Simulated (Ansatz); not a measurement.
# Cd5Te3Se2: the cost of one run

Program: Ansatz 0.2.0. Level of theory: DFT PBE, scalar-relativistic, plane waves, PAW. These are calculated values, not measurements.

1 further run of the same task is left out (it didn't finish). Runs told in other sessions of the task aren't counted.

## 1. Starting point

Symmetry: I-4m2, No. 119, tetragonal system. The conventional cell has a = 4.564 Å, b = 4.564 Å, c = 32.178 Å, α = 90.00°, β = 90.00°, γ = 90.00°. Cd (site symmetry 2mm) has 2 Se at 2.72 Å and 2 Te at 2.84 Å in its first shell of neighbours. Around Cd (site symmetry -4m2) lie 4 Te at 2.85 Å. Te (site symmetry 2mm) is surrounded by 4 Cd at 2.84 to 2.85 Å. Around Te (site symmetry -4m2) lie 4 Cd at 2.84 Å. Se (site symmetry 2mm) has 4 Cd at 2.72 Å in its first shell of neighbours.

Coordinates:

```cif
data_structure
_symmetry_space_group_name_H-M 'P 1'
_symmetry_Int_Tables_number 1
_cell_length_a 16.4094
_cell_length_b 16.4094
_cell_length_c 16.4094
_cell_angle_alpha 164.012
_cell_angle_beta 164.012
_cell_angle_gamma 22.686
_cell_volume 335.16
loop_
_atom_site_label
_atom_site_type_symbol
_atom_site_fract_x
_atom_site_fract_y
_atom_site_fract_z
_atom_site_occupancy
Cd1 Cd 0.80265 0.80265 0.00000 1
Cd2 Cd 0.39438 0.39438 0.00000 1
Cd3 Cd 0.00000 0.00000 0.00000 1
Cd4 Cd 0.60562 0.60562 0.00000 1
Cd5 Cd 0.19735 0.19735 0.00000 1
Te1 Te 0.94714 0.44714 0.50000 1
Te2 Te 0.55286 0.05286 0.50000 1
Te3 Te 0.75000 0.25000 0.50000 1
Se1 Se 0.34854 0.84854 0.50000 1
Se2 Se 0.15146 0.65146 0.50000 1
```

The cell was relaxed beforehand at this level, from a generated guess; it is a trial structure. At a tolerance of 0.02 Å it has space group I-4m2 (No. 119); it has 33.52 Å³/atom, an uncorrected energy of -0.52 eV/atom over the elements.

## 2. Electronic structure at the relaxed geometry

File input.yaml:

```yaml
crystal:
  lattice:
    - [-2.2821092957, 2.2821092957, 16.0888726853]
    - [2.2821092957, -2.2821092957, 16.0888726853]
    - [2.2821092957, 2.2821092957, -16.0888726853]
  atoms:
    - { symbol: Cd, position: [0.8026535834, 0.8026535834, 0.0] }
    - { symbol: Cd, position: [0.3943754209, 0.3943754209, 0.0] }
    - { symbol: Cd, position: [0.0, 0.0, 0.0] }
    - { symbol: Cd, position: [0.6056245791, 0.6056245791, 0.0] }
    - { symbol: Cd, position: [0.1973464166, 0.1973464166, 0.0] }
    - { symbol: Te, position: [0.9471379959, 0.4471379959, 0.5] }
    - { symbol: Te, position: [0.5528620041, 0.0528620041, 0.5] }
    - { symbol: Te, position: [0.75, 0.25, 0.5] }
    - { symbol: Se, position: [0.348543722, 0.848543722, 0.5] }
    - { symbol: Se, position: [0.151456278, 0.651456278, 0.5] }
basis:
  ecutwfc: 420
kpoints:
  mp_grid: { grid: [12, 12, 12] }
  band_path:
    path:
      - [[0.0, 0.0, 0.0], [0.0, 0.0, 0.5], [0.25, 0.25, 0.25], [0.0, 0.5, 0.0], [0.0, 0.0, 0.0], [0.5, 0.5, -0.5], [0.25502993, 0.74497007, -0.25502993]]
      - [[-0.25502993, 0.25502993, 0.25502993], [0.0, 0.0, 0.0]]
      - [[0.0, 0.0, 0.5], [-0.01005985, 0.01005985, 0.5]]
      - [[0.5, 0.5, -0.01005985], [0.5, 0.5, -0.5]]
    npoints: 14
hamiltonian:
  xc: pbe
scf:
  occupations: { method: gaussian, width: 0.02 }
  n_extra_bands: 25
output:
  forces: true
  stress: true
  eigenvalues: true
  populations: true
  dos: { projected: true, de: 0.02, nscf_kmesh: { grid: [18, 18, 18] } }
  bader: true
```

Command:

```bash
ansatz run input.yaml --threads 4 --pin off --max-ram 8192MiB --backend cpu --events-out ev --progress --plain --runs-dir out
```

What time and memory should one allow on 4 threads of Arm Neoverse V2, shared host?

About 16 min, with a peak of 6 GiB.
